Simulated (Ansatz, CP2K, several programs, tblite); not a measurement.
Energy against volume for GaSb (started from an entry of an open crystallographic database), at fixed shape and fractional coordinates, computed by several methods (PBE and r2SCAN, where shown, with plane waves in Ansatz); the cell shown is that of r2SCAN. It is cubic, F-43m (No. 216); conventional cell a = 6.132 Å, 28.82 Å³ an atom. Ga is surrounded by 4 Sb at 2.66 Å; Sb is surrounded by 4 Ga at 2.66 Å. Calculated for a static, non-magnetic cell. Energies count from each curve's lowest point; fits are third-order Birch-Murnaghan.

```xyz
2
Lattice="0.0000 3.0659 3.0659 3.0659 0.0000 3.0659 3.0659 3.0659 0.0000" Properties=species:S:1:pos:R:3 pbc="T T T"
Ga    0.0000    0.0000    0.0000
Sb    1.5329    1.5329    1.5329
```

PBE/SZV (CP2K), on the shape of the cell shown:

| V (Å³/atom) | E (meV/atom) |
| --- | --- |
| 25.360 | 171.24 |
| 27.089 | 62.14 |
| 28.818 | 11.01 |
| 30.547 | 0.00 |
| 32.276 | 18.03 |

V₀ = 30.24 Å³ an atom and B₀ = 49 GPa.

light PBE (260 eV, its own mesh), on the shape of the cell shown:
```
V (Å³/atom)  E (meV/atom)
     26.513         92.55
     27.666         38.10
     28.818         39.45
     29.971          0.00
     31.124          1.00
     32.276         38.80
```
The points scatter about a smooth fit, as a low cutoff and a light mesh can make them, so no fit is quoted.

GFN2-xTB (tblite), on the shape of the cell shown, as a cluster of 64 atoms at the zone centre:
```csv
V (Å³/atom),E (meV/atom)
25.360,320.95
27.089,170.40
28.818,75.03
30.547,21.38
32.276,0.00
```
The lowest point is an end point, so the minimum isn't bracketed.

PBE, on the shape of its own relaxed cell:
```tsv
V (Å³/atom)	E (meV/atom)
28.273	16.19
29.175	3.79
30.078	0.00
30.980	3.78
31.882	13.92
```
V₀ = 30.06 Å³ an atom and B₀ = 44 GPa.

r2SCAN, on the shape of its own relaxed cell:

| V (Å³/atom) | E (meV/atom) |
| --- | --- |
| 27.089 | 19.47 |
| 27.954 | 4.56 |
| 28.818 | 0.00 |
| 29.683 | 4.17 |
| 30.547 | 15.42 |

V₀ = 28.81 Å³ an atom and B₀ = 53 GPa.
